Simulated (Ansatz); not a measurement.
**CH8B2Si: up Jacob's ladder to CCSD(T)**

How much do the methods differ for CH8B2Si? The plan is to run it at one geometry with functionals of several rungs and with coupled cluster. The yardstick is the atomisation energy at the CCSD(T) limit.

The runs use Ansatz 0.2.0, Gaussian basis; functionals in def2-TZVPP, the program's frozen cores in correlated methods.

The runs, in order: LDA (SPW92), PBE-D4, revPBE-D4, BLYP-D4, r2SCAN-D4, B97M-V, PBE0-D4, B3LYP-D4, r2SCANh-D4, r2SCAN0-D4, HSE06-D4, BHLYP-D4, CAM-B3LYP-D4, LC-ωPBE, ωB97X-V, ωB97M-V, B2PLYP, PBE-QIDH; CCSD(T)/def2-SVP; CCSD(T)/def2-TZVPP; MP2/def2-QZVPP; extrapolation to the limit; RPA on PBE.

## 1. Structure used throughout

All runs share one geometry, relaxed beforehand with PBE0-D4 in a triple-zeta def2 set.

SMILES `BC(B)[SiH3]`, 12 atoms, charge 0, spin multiplicity 1.

Atoms are counted from 1 here; the program's logs count them from 0.

Bond lengths: B1–C2 1.530 Å, B1–H5 1.198 Å, B1–H6 1.197 Å, C2–B3 1.542 Å, C2–Si4 1.911 Å, C2–H7 1.091 Å, B3–H8 1.196 Å, B3–H9 1.199 Å, Si4–H10 1.480 Å, Si4–H11 1.483 Å, Si4–H12 1.494 Å. Angles: C2–B1–H5 120.8°, C2–B1–H6 120.0°, H5–B1–H6 119.2°, B1–C2–B3 114.1°, B1–C2–Si4 107.2°, B1–C2–H7 117.4°, B3–C2–Si4 89.8°, B3–C2–H7 115.9°, Si4–C2–H7 108.2°, C2–B3–H8 120.9°, C2–B3–H9 119.6°, H8–B3–H9 119.5°, C2–Si4–H10 112.2°, C2–Si4–H11 107.6°, C2–Si4–H12 109.3°, H10–Si4–H11 111.2°, H10–Si4–H12 108.5°, H11–Si4–H12 107.9°.

As a file:

```mol
CH8B2Si
  3D, bonds by distance, orders not assigned

 12 11  0  0  0  0  0  0  0  0999 V2000
   -1.0706    1.2833   -0.1538 B   0  0
   -0.6918   -0.1743    0.1170 C   0  0
    0.1358   -0.3814    1.4014 B   0  0
    0.8573   -0.5595   -0.9335 Si  0  0
   -2.1698    1.5707   -0.5327 H   0  0
   -0.2711    2.1548    0.0332 H   0  0
   -1.4438   -0.9359   -0.0930 H   0  0
   -0.0197   -1.3522    2.0824 H   0  0
    0.9669    0.4272    1.7071 H   0  0
    1.5570    0.6691   -1.3706 H   0  0
    0.4204   -1.3707   -2.0951 H   0  0
    1.8064   -1.3862   -0.1283 H   0  0
  1  2  8  0
  2  3  8  0
  2  4  8  0
  1  5  8  0
  1  6  8  0
  2  7  8  0
  3  8  8  0
  3  9  8  0
  4 10  8  0
  4 11  8  0
  4 12  8  0
M  END
```

## 2. LDA

This LDA is Slater exchange with PW92 correlation.

The input, in.yaml:

```yaml
crystal:
  periodic: [false, false, false]
  atoms:
    - {symbol: B, position_ang: [-1.070625, 1.283283, -0.153777]}
    - {symbol: C, position_ang: [-0.691757, -0.174264, 0.116978]}
    - {symbol: B, position_ang: [0.135803, -0.381416, 1.401399]}
    - {symbol: Si, position_ang: [0.857269, -0.559528, -0.933468]}
    - {symbol: H, position_ang: [-2.169795, 1.570669, -0.532684]}
    - {symbol: H, position_ang: [-0.271146, 2.154766, 0.033192]}
    - {symbol: H, position_ang: [-1.443762, -0.935853, -0.093037]}
    - {symbol: H, position_ang: [-0.019714, -1.352219, 2.082437]}
    - {symbol: H, position_ang: [0.966862, 0.427240, 1.707123]}
    - {symbol: H, position_ang: [1.557048, 0.669099, -1.370638]}
    - {symbol: H, position_ang: [0.420385, -1.370696, -2.095110]}
    - {symbol: H, position_ang: [1.806432, -1.386181, -0.128314]}
basis:
  gaussian: {orbitals: def2-TZVPP}
hamiltonian: {xc: lda}
output: {orbitals: {seedname: orbitals}}
```

Command:

```
> ansatz run in.yaml --threads 2 --pin off --events-out ev --progress --plain --max-ram 4352MiB
```

Further steps of the session: PBE-D4 (GGA); revPBE-D4 (GGA); BLYP-D4 (GGA); r2SCAN-D4 (meta-GGA); B97M-V (meta-GGA); B3LYP-D4 (hybrid); r2SCANh-D4 (hybrid); r2SCAN0-D4 (hybrid); HSE06-D4 (hybrid); BHLYP-D4 (hybrid); CAM-B3LYP-D4 (range-separated); LC-ωPBE (range-separated); ωB97X-V (range-separated); ωB97M-V (range-separated); B2PLYP (double hybrid); PBE-QIDH (double hybrid); CCSD(T) in def2-SVP; CCSD(T) in def2-TZVPP; MP2 in def2-QZVPP; RPA on PBE orbitals.

Before running them: what should the planned runs give, taken together? Wanted: atomisation energy, CCSD(T)/CBS; farthest beyond LDA; mean size of error, GGA; mean size of error, meta-GGA; mean size of error, hybrid; mean size of error, range-separated; mean size of error, double hybrid; gap, smallest and largest; T1 diagnostic.

The runs gave:

| quantity | value |
| --- | --- |
| atomisation energy, CCSD(T)/CBS | 4091.2 kJ/mol |
| functionals within 20.5 kJ/mol (0.5 %) | BLYP-D4, PBE0-D4, r2SCAN0-D4, BHLYP-D4, LC-ωPBE, B2PLYP, PBE-QIDH |
| farthest beyond LDA | CAM-B3LYP-D4 (+44.5 kJ/mol) |
| mean size of error, GGA | 27.1 kJ/mol |
| mean size of error, meta-GGA | 42.0 kJ/mol |
| mean size of error, hybrid | 22.9 kJ/mol |
| mean size of error, range-separated | 28.6 kJ/mol |
| mean size of error, double hybrid | 12.8 kJ/mol |
| gap, smallest and largest | 5.02 eV (LDA (SPW92)), 12.56 eV (LC-ωPBE) |
| T1 diagnostic | 0.0125 |
| triples share of the correlation energy | 3.6 % |

**Reading.** LDA overbinds by 471.0 kJ/mol (12 %). PBE-D4 is off by +32.8 kJ/mol. Double hybrids carry the basis error of their MP2 part in triple zeta, and no dispersion term here, so their miss is partly the set-up's. By mean error the best rung here is double hybrid (12.8 kJ/mol) and the worst beyond LDA is meta-GGA (42.0 kJ/mol). The gap between the best rungs is small, so their order is not settled. Misses under about 20.5 kJ/mol are within the doubt on the reference itself, which lacks core-valence correlation, relativity and higher excitations. Hartree-Fock recovers 79 % of the binding; the rest is correlation. CCSD(T) in def2-SVP is off by -177.5 kJ/mol, which most functionals beat. The gap grows from 5.0 to 12.6 eV across the functionals, mostly with the share of exact exchange.
